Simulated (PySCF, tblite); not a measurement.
**C2H10NSi2 radical: geometry, infrared bands and EPR parameters**

Wanted: the infrared bands and EPR parameters of C2H10NSi2 radical (`C[CH]N([SiH3])[SiH3]`), by calculation.

The runs use tblite 0.8.0 and PySCF 2.14.0, with density-fitted response routines of our own; the level of theory stands in each step. All values are computed, except where a source is named. Atoms are numbered from 0 throughout.

### 1 The starting structure

15 atoms, charge 0, multiplicity 2; geometry from: force field or distance geometry start.

Bonds of the start (Å): C0–C1 1.51, C1–N2 1.47, N2–Si3 1.72, N2–Si4 1.71, C0–H5 1.09, C0–H6 1.10, C0–H7 1.10, C1–H8 1.10, Si3–H9 1.50, Si3–H10 1.48, Si3–H11 1.48, Si4–H12 1.49, Si4–H13 1.49, Si4–H14 1.49.

### 2 Geometry optimisation with GFN2-xTB

Job settings and geometry (Å):

```
{"job": {"kind": "relax", "xc": "GFN2-xTB", "basis": "xTB"}, "charge": 0, "multiplicity": 2}
C      2.109500    -0.796500     0.354400
C      0.622800    -1.038800     0.343800
N     -0.383700     0.021300     0.166300
Si    -2.076300    -0.276900     0.101100
Si    -0.159200     1.559600    -0.536700
H      2.622500    -1.688700     0.700400
H      2.458300    -0.563100    -0.657100
H      2.368400     0.032200     1.033300
H      0.311700    -2.067300     0.562400
H     -2.332900    -1.552700     0.842600
H     -2.846700     0.792600     0.777800
H     -2.516600    -0.465000    -1.295400
H     -1.034700     2.589200     0.090300
H      1.254100     1.971900    -0.328400
H     -0.401400     1.490100    -2.004000
```

Command:

```sh
$ OMP_NUM_THREADS=1 python probes_run.py task.json out
```

This one command runs all jobs of the session in turn.

Standard output:

```text
step      E/eV     max force
  0    -427.93059    3.300
  1    -428.13824    0.895
  2    -428.18009    0.579
  3    -428.22077    0.634
  4    -428.26381    0.614
  5    -428.30110    0.422
  6    -428.31674    0.307
  7    -428.32782    0.303
  8    -428.33548    0.187
  9    -428.34185    0.204
 10    -428.34869    0.204
 11    -428.35640    0.271
 12    -428.36459    0.267
 13    -428.37214    0.209
 14    -428.37792    0.173
 15    -428.38162    0.140
 16    -428.38410    0.119
 17    -428.38601    0.096
 18    -428.38762    0.096
 19    -428.38906    0.100
 20    -428.39027    0.080
 21    -428.39132    0.087
 22    -428.39241    0.094
 23    -428.39357    0.115
 24    -428.39458    0.082
 25    -428.39528    0.058
 26    -428.39577    0.057
 27    -428.39621    0.069
 28    -428.39667    0.071
 29    -428.39703    0.049
 30    -428.39729    0.053
 31    -428.39762    0.052
 32    -428.39819    0.103
 33    -428.39909    0.142
 34    -428.40012    0.128
 35    -428.40090    0.059
 36    -428.40145    0.058
 37    -428.40206    0.084
 38    -428.40316    0.144
 39    -428.40465    0.167
 40    -428.40616    0.129
 41    -428.40764    0.117
 42    -428.40934    0.132
 43    -428.41143    0.177
 44    -428.41387    0.161
 45    -428.41574    0.145
 46    -428.41624    0.181
 47    -428.41800    0.094
 48    -428.41935    0.109
 49    -428.42169    0.133
 50    -428.42389    0.107
 51    -428.42619    0.126
 52    -428.42853    0.128
 53    -428.43173    0.141
 54    -428.43526    0.164
 55    -428.43155    0.261
 56    -428.44040    0.165
 57    -428.44231    0.129
 58    -428.44540    0.101
 59    -428.44798    0.108
 60    -428.45186    0.123
 61    -428.45583    0.092
 62    -428.45736    0.129
 63    -428.45885    0.093
 64    -428.45993    0.076
 65    -428.46103    0.075
 66    -428.46282    0.099
 67    -428.46472    0.079
 68    -428.46622    0.074
 69    -428.46690    0.046
 70    -428.46729    0.050
 71    -428.46766    0.048
 72    -428.46799    0.060
 73    -428.46832    0.041
 74    -428.46871    0.048
 75    -428.46919    0.048
 76    -428.46943    0.035
 77    -428.46967    0.029
 78    -428.46981    0.025
 79    -428.46991    0.026
 80    -428.47000    0.025
 81    -428.47015    0.033
 82    -428.47038    0.047
 83    -428.47072    0.060
 84    -428.47116    0.066
 85    -428.47166    0.066
 86    -428.47215    0.055
 87    -428.47266    0.052
 88    -428.47313    0.047
 89    -428.47349    0.044
 90    -428.47375    0.036
 91    -428.47396    0.035
 92    -428.47418    0.031
 93    -428.47437    0.028
 94    -428.47449    0.029
 95    -428.47458    0.021
 96    -428.47464    0.019
 97    -428.47473    0.020
 98    -428.47482    0.025
 99    -428.47493    0.026
100    -428.47501    0.019
101    -428.47506    0.015
102    -428.47511    0.016
103    -428.47517    0.021
104    -428.47524    0.021
105    -428.47530    0.015
106    -428.47533    0.009
```

It took 0.93 s on 1 thread of Arm Neoverse N1, shared host; peak memory 0.18 GiB.

Along the way: (not every step is listed)

| step | energy from step 0 (eV) | largest force (eV/Å) |
| --- | --- | --- |
| 0 | 0.0000 | 3.3003 |
| 1 | -0.2077 | 0.8954 |
| 2 | -0.2495 | 0.5789 |
| 3 | -0.2902 | 0.6340 |
| 4 | -0.3332 | 0.6136 |
| 5 | -0.3705 | 0.4219 |
| 6 | -0.3861 | 0.3071 |
| 7 | -0.3972 | 0.3029 |
| 8 | -0.4049 | 0.1869 |
| 17 | -0.4554 | 0.0958 |
| 26 | -0.4652 | 0.0574 |
| 35 | -0.4703 | 0.0588 |
| 44 | -0.4833 | 0.1609 |
| 53 | -0.5011 | 0.1414 |
| 62 | -0.5268 | 0.1286 |
| 71 | -0.5371 | 0.0477 |
| 80 | -0.5394 | 0.0245 |
| 89 | -0.5429 | 0.0441 |
| 98 | -0.5442 | 0.0249 |
| 101 | -0.5445 | 0.0147 |
| 102 | -0.5445 | 0.0162 |
| 103 | -0.5446 | 0.0214 |
| 104 | -0.5446 | 0.0209 |
| 105 | -0.5447 | 0.0151 |
| 106 | -0.5447 | 0.0086 |

Close pairs (by a distance rule), those that changed most:

| bond | before (Å) | after (Å) | change (Å) |
| --- | --- | --- | --- |
| C1–N2 | 1.473 | 1.377 | -0.096 |
| N2–Si4 | 1.706 | 1.749 | +0.043 |
| N2–Si3 | 1.720 | 1.753 | +0.033 |
| Si4–H12 | 1.490 | 1.458 | -0.032 |
| Si3–H9 | 1.498 | 1.468 | -0.030 |
| C0–C1 | 1.506 | 1.480 | -0.027 |
| Si3–H10 | 1.482 | 1.455 | -0.026 |
| Si4–H13 | 1.487 | 1.465 | -0.021 |

The next job starts from the end point, and lists it.

### 3 Harmonic vibrations with GFN2-xTB

Job settings and geometry (Å):

```
{"job": {"kind": "ir", "xc": "GFN2-xTB", "basis": "xTB"}, "charge": 0, "multiplicity": 2}
C      1.939003    -0.772008     0.100043
C      0.474979    -0.968664     0.186137
N     -0.438838     0.052577     0.055268
Si    -2.114182    -0.433710     0.230148
Si     0.072125     1.655806    -0.421002
H      2.432085    -1.736878    -0.004758
H      2.205381    -0.146642    -0.753676
H      2.348811    -0.285777     0.995116
H      0.096135    -1.910213     0.544011
H     -2.246105    -1.077194     1.543042
H     -2.917692     0.775083     0.125282
H     -2.446258    -1.408060    -0.816706
H     -1.115882     2.495004    -0.324476
H      1.122771     2.113738     0.492153
H      0.583252     1.654928    -1.799839
```

Standard output:

```text
mode    cm-1     km/mol
  1      58.5      2.91
  2      96.6      1.26
  3     139.8      0.20
  4     154.0      0.16
  5     219.2      0.16
  6     245.8      1.11
  7     265.2      1.36
  8     328.6     12.34
  9     408.8      8.03
 10     539.3     22.24
 11     549.2     17.55
 12     556.1     70.68
 13     562.9     10.38
 14     648.7    120.28
 15     726.5    102.62
 16     759.9    263.11
 17     773.4    125.66
 18     791.2    346.13
 19     802.1    567.11
 20     830.2    215.05
 21     954.8    162.91
 22    1003.8      7.90
 23    1007.0     59.00
 24    1141.1     51.79
 25    1273.7     24.49
 26    1380.9     37.77
 27    1403.6      7.64
 28    1470.7      6.18
 29    1487.5      2.89
 30    2173.6    258.65
 31    2193.4    503.19
 32    2214.8    279.61
 33    2229.4    212.80
 34    2295.2     94.39
 35    2325.1    425.01
 36    2860.3     58.21
 37    2971.1     32.87
 38    3018.8     32.27
 39    3091.6     59.46
```

Wall time 0.63 s (1 thread of Arm Neoverse N1, shared host); peak memory 0.18 GiB.

The strongest bands and the atoms that carry them (share of the mass-weighted mode):

| cm⁻¹ | km/mol | atoms |
| --- | --- | --- |
| 760 | 263.1 | H12 50 %, H13 28 % |
| 791 | 346.1 | H14 47 %, H13 43 % |
| 802 | 567.1 | H9 38 %, H11 37 % |
| 830 | 215.1 | H12 21 %, H10 14 %, H14 14 %, H13 13 % |
| 2174 | 258.6 | H14 90 % |
| 2193 | 503.2 | H11 50 %, H9 43 % |
| 2215 | 279.6 | H9 51 %, H11 43 % |
| 2325 | 425.0 | H10 84 %, H12 13 % |

### 4 g tensor and hyperfine couplings: B3LYP/pcH-1

The job, as its differences from that of step 3:

```diff
@@ -1,2 +1,2 @@
-{"job": {"kind": "ir", "xc": "GFN2-xTB", "basis": "xTB"}, "charge": 0, "multiplicity": 2}
+{"job": {"kind": "epr", "basis": "pcH-1"}, "charge": 0, "multiplicity": 2}
 C      1.939003    -0.772008     0.100043
```

Method: UKS B3LYP, pcH-1 on C H N Si, non-relativistic, mean-field spin-orbit, GIAO.

Standard output:

```text
UKS, coarse grid
  cycle   1  E = -715.93294363  |g| = 3.28e-01
  cycle   2  E = -715.89200520  |g| = 4.33e-01
  cycle   3  E = -715.97487835  |g| = 7.99e-02
  cycle   4  E = -715.97717970  |g| = 3.01e-02
  cycle   5  E = -715.97759812  |g| = 8.40e-03
  cycle   6  E = -715.97763017  |g| = 2.48e-03
  cycle   7  E = -715.97763423  |g| = 1.19e-03
  cycle   8  E = -715.97763551  |g| = 2.39e-04
UKS, final grid
  cycle   1  E = -715.97757104  |g| = 2.16e-04
  cycle   2  E = -715.97757104  |g| = 2.30e-04
  cycle   3  E = -715.97757106  |g| = 3.40e-05
  cycle   4  E = -715.97757106  |g| = 1.72e-05
E = -715.97757106 Eh   <S^2> = 0.7534 (exact 0.7500)
g shifts (ppm)      1          2          3
  rmc          -151       -151       -151
  gc             -5         27         31
  oz_so          -4        724       1135
  total        -160        600       1015
hyperfine (MHz)  atom isotope    a_iso     a_fc   dipolar eigenvalues
    0   13C     -30.55     -30.56     -1.47     -0.78      2.25
    1   13C      86.70      86.78    -72.66    -71.41    144.06
    2   14N      -0.04      -0.02     -7.22     -6.55     13.78
    3  29Si       2.71       2.68     -3.21      1.13      2.07
    4  29Si       6.29       6.28     -1.20      0.20      1.00
    5    1H      15.76      15.75     -5.01     -3.75      8.77
    6    1H      54.56      54.56     -4.31     -3.85      8.16
    7    1H     131.86     131.86     -4.29     -3.18      7.47
    8    1H     -54.96     -54.98    -34.60      0.69     33.91
    9    1H       7.67       7.67     -2.40     -1.86      4.26
   10    1H      -3.68      -3.68     -2.34     -1.26      3.59
   11    1H       7.94       7.94     -2.55     -1.83      4.38
   12    1H      -2.23      -2.23     -2.18     -1.38      3.56
   13    1H      11.76      11.76     -2.05     -1.70      3.75
   14    1H      25.06      25.06     -2.00     -1.65      3.64
```

Run time: 81 s. Hardware: 1 thread of Arm Neoverse N1, shared host; peak memory 0.86 GiB.

Principal g values 2.00216, 2.00292, 2.00333; g(iso) = 2.00280, against 2.00232 for a free electron.

Mean a(iso) over the nuclei that a row names, and the largest dipolar term of the row (other rows stand at the frozen geometry):

| nuclei | isotope | a(iso) (MHz) | a(iso) (G, at g = 2.0023) | largest dipolar term (MHz) |
| --- | --- | --- | --- | --- |
| C1 | 13C | 86.7 | 30.9 | 144.1 |
| H5, H6, H7 | 1H | 67.4 | 24.0 | 8.8 |
| H8 | 1H | -55.0 | -19.6 | -34.6 |
| C0 | 13C | -30.6 | -10.9 | 2.2 |
| H9, H10, H11, H12, H13, H14 | 1H | 7.8 | 2.8 | 4.4 |
| Si3, Si4 | 29Si | 4.5 | 1.6 | -3.2 |
| N2 | 14N | 0.0 | 0.0 | 13.8 |

Mulliken spin populations:

C0 -0.08; C1 0.87; N2 0.08; Si3 0.02; Si4 0.02; H5 0.01; H6 0.02; H7 0.06; H8 -0.04; H9 0.01; H10 0.00; H11 0.01; H12 0.00; H13 0.01; H14 0.02

In first order the couplings over 0.8 MHz of 1H give 56 distinct lines over 108.3 G, if the averaged nuclei exchange fast.

Orbitals, density, ELF and potential are computed afterwards from the orbital file.

ELF in a plane through or near 8 of the atoms.

Ten even steps from ' ' (0.00) to '@' (1.00):
```
                                                        
                                                        
                                                        
                        ..::                            
              ..      ::%%@@##                          
          ==%%@@**    ++@@@@@@::    ::::..              
        ..%%@@@@@@::..++@@@@@@..  ..====--..            
        ..##@@@@@@**++++--##++  ....  ......            
          ..==**::::@@##::--##****..##%%  ----..        
            ::++::..####==%%++==@@++======@@@@**--      
            ::**%%##::  ..**====##++::%%@@@@@@@@%%::    
            ::++##==    ::##%%%%==....%%@@@@@@@@@@::    
                    ..::..--++  --::    **@@@@%%++      
                  ..==++::++%%..@@@@@@--                
                  ..--==--    **@@@@@@@@..              
                    ....::..::%%@@@@@@@@++              
                            ..++@@@@@@@@--              
                                ::==--..                
                                                        
                                                        
```
The map spans 11.2 Å across and 10.0 Å up, centred on the molecule. Atoms in the plane (x, y in Å): C0 (-2.0, 0.6), C1 (-0.6, 0.9), N2 (0.4, 0.0), Si3 (2.1, 0.7), Si4 (0.1, -1.7), H8 (-0.3, 2.0), H10 (3.0, -0.4), H12 (1.4, -2.4).

log10 of the density (e/Å³) in the same plane.

Values, 10 rows by 14 columns:
```
-4.0 -4.0 -4.0 -4.0 -4.0 -4.0 -4.0 -4.0 -4.0 -4.0 -4.0 -4.0 -4.0 -4.0
-4.0 -4.0 -4.0 -4.0 -4.0 -3.8 -3.4 -3.4 -3.6 -3.5 -3.6 -4.0 -4.0 -4.0
-4.0 -4.0 -3.5 -2.6 -2.4 -2.2 -1.5 -1.6 -2.3 -2.1 -2.2 -2.8 -3.6 -4.0
-4.0 -3.6 -2.3 -1.0 -0.7 -0.9  0.0 -0.4 -1.3 -0.8 -0.9 -1.9 -2.9 -4.0
-4.0 -3.4 -2.2 -0.7  0.7  0.2  1.6  0.1 -0.2  1.5 -0.2 -1.2 -2.2 -3.4
-4.0 -3.7 -2.5 -1.2 -0.2 -0.7 -0.6  0.5  0.0 -0.5  0.1 -0.6 -1.8 -3.1
-4.0 -4.0 -3.3 -2.2 -1.6 -1.2 -0.5  0.7 -0.6 -1.2 -1.1 -1.4 -2.3 -3.5
-4.0 -4.0 -4.0 -3.3 -2.3 -1.1 -0.5 -0.2  0.0 -0.5 -1.8 -2.8 -3.4 -4.0
-4.0 -4.0 -4.0 -4.0 -2.9 -2.2 -1.8 -1.5 -1.2 -1.5 -2.4 -3.6 -4.0 -4.0
-4.0 -4.0 -4.0 -4.0 -4.0 -3.5 -3.2 -3.0 -2.9 -3.0 -3.6 -4.0 -4.0 -4.0
```
The map spans 11.2 Å across and 10.0 Å up, centred on the molecule. Atoms in the plane (x, y in Å): C0 (-2.0, 0.6), C1 (-0.6, 0.9), N2 (0.4, 0.0), Si3 (2.1, 0.7), Si4 (0.1, -1.7), H8 (-0.3, 2.0), H10 (3.0, -0.4), H12 (1.4, -2.4).

On the surface of density 0.002 e/bohr³ the electrostatic potential runs, from the 1st to the 99th percentile, from -0.55 V near C1 to 1.27 V near H10.

The spin density lies nearest to C1 56 %; N2 14 %; H8 9 %.

### 5 What came out

```
                                 quantity                 value
strongest single infrared mode (GFN2-xTB)  802 cm⁻¹, 567 km/mol
             zero-point energy (GFN2-xTB)         65.7 kcal/mol
                           g(iso) (B3LYP)               2.00280
                                     ⟨S²⟩    0.753 (exact 0.75)
       largest a(iso) (averaged by class)   13C on C1, 86.7 MHz
    surface potential, 1st and 99th percentile    -0.55 V and 1.27 V
```

The optimisation took 106 steps and gained 0.545 eV; among the close pairs (by a distance rule), C1–N2 changed most, from 1.473 to 1.377 Å. All 39 modes are real, so the xTB geometry is a minimum. The strongest single mode, at 802 cm⁻¹, moves mainly H9 and H11. GFN2-xTB is a fitted tight-binding method: band positions and strengths are rough. Its intensities can rank the bands wrongly. Most of the unpaired spin sits on C1 (0.87 e). The isotropic g lies 0.5 ppt above the free-electron value.
